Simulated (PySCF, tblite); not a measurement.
# C₅H₁₁O₂P: geometry, infrared bands and NMR shifts

Aim: predict the infrared bands and NMR shifts of C₅H₁₁O₂P (`CCC[P@H](=O)C(C)=O`).

Programs: tblite 0.8.0 and PySCF 2.14.0, with density-fitted response routines of our own. Each step states its level of theory. These are calculated values for one molecule in the gas phase, unless marked as measured. Atoms count from 0, in the outputs and in this text.

## Step 1: Starting geometry

19 atoms, charge 0, multiplicity 1; geometry from: force field or distance geometry start.

Bonds of the start (Å): C0–C1 1.53, C1–C2 1.51, C2–P3 1.81, P3–O4 1.52, P3–C5 1.80, C5–C6 1.49, C5–O7 1.23, C0–H8 1.09, C0–H9 1.08, C0–H10 1.10, C1–H11 1.10, C1–H12 1.08, C2–H13 1.10, C2–H14 1.10, P3–H15 1.43, C6–H16 1.09, C6–H17 1.10, C6–H18 1.09.

## Step 2: Relaxing the molecule with GFN2-xTB

What the job is given:

```
{"job": {"kind": "relax", "xc": "GFN2-xTB", "basis": "xTB"}, "charge": 0, "multiplicity": 1}
C      2.707500     0.422100     0.446800
C      1.864200    -0.039000    -0.746600
C      0.411000     0.345600    -0.603300
P     -0.442800    -0.459800     0.776400
O     -0.482900    -1.959200     0.534600
C     -2.033000     0.320700     0.454100
C     -3.072500    -0.480200    -0.252700
O     -2.184400     1.478000     0.848800
H      2.635900     1.507400     0.571300
H      3.747400     0.165100     0.300500
H      2.365800    -0.049700     1.375700
H      1.950300    -1.135100    -0.825800
H      2.272600     0.396000    -1.644300
H      0.322000     1.434400    -0.489700
H     -0.123600     0.085700    -1.529000
H      0.042000     0.007200     2.034500
H     -2.654200    -0.892900    -1.166600
H     -3.412100    -1.296400     0.404400
H     -3.922900     0.159600    -0.496700
```

The run is started by

```bash
> OMP_NUM_THREADS=1 python probes_run.py task.json out
```

This one command runs all jobs of the session in turn.

**Question.** This job is followed by: GFN2-xTB harmonic vibrations, gas phase; GIAO PBE0/pcSseg-1 NMR shielding, non-relativistic, gas phase. Predict these results of the whole session: strongest single infrared mode (GFN2-xTB); zero-point energy (GFN2-xTB); 13C shifts against TMS (PBE0/pcSseg-1); 1H shifts against TMS (PBE0/pcSseg-1, means over atoms taken as alike); 31P shifts against H3PO4 (PBE0/pcSseg-1); 17O shifts against H2O (PBE0/pcSseg-1).

The runs gave:

| quantity | value |
| --- | --- |
| strongest single infrared mode (GFN2-xTB) | 1771 cm⁻¹, 267 km/mol |
| zero-point energy (GFN2-xTB) | 95.3 kcal/mol |
| 13C shifts against TMS (PBE0/pcSseg-1) | 228.1, 33.3, 32.3, 18.0, 15.7 ppm |
| 1H shifts against TMS (PBE0/pcSseg-1, means over atoms taken as alike) | 6.88, 2.78, 2.24, 1.84, 1.79, 1.24, 1.11 ppm |
| 31P shifts against H3PO4 (PBE0/pcSseg-1) | -8.5 ppm |
| 17O shifts against H2O (PBE0/pcSseg-1) | 745.4, 67.4 ppm |

**Reading.** Over 91 steps the energy fell by 0.396 eV; of the close pairs, P3–C5 changed most, 1.800 to 1.874 Å. No mode is imaginary among the 51: a minimum at this level. The strongest single mode, at 1771 cm⁻¹, moves mainly C5 and O7. GFN2-xTB is a fitted tight-binding method: band positions and strengths are rough. Its intensities can rank the bands wrongly. At PBE0/pcSseg-1: The largest span, 1486 ppm, is at O7, where the paramagnetic term is -809 ppm.
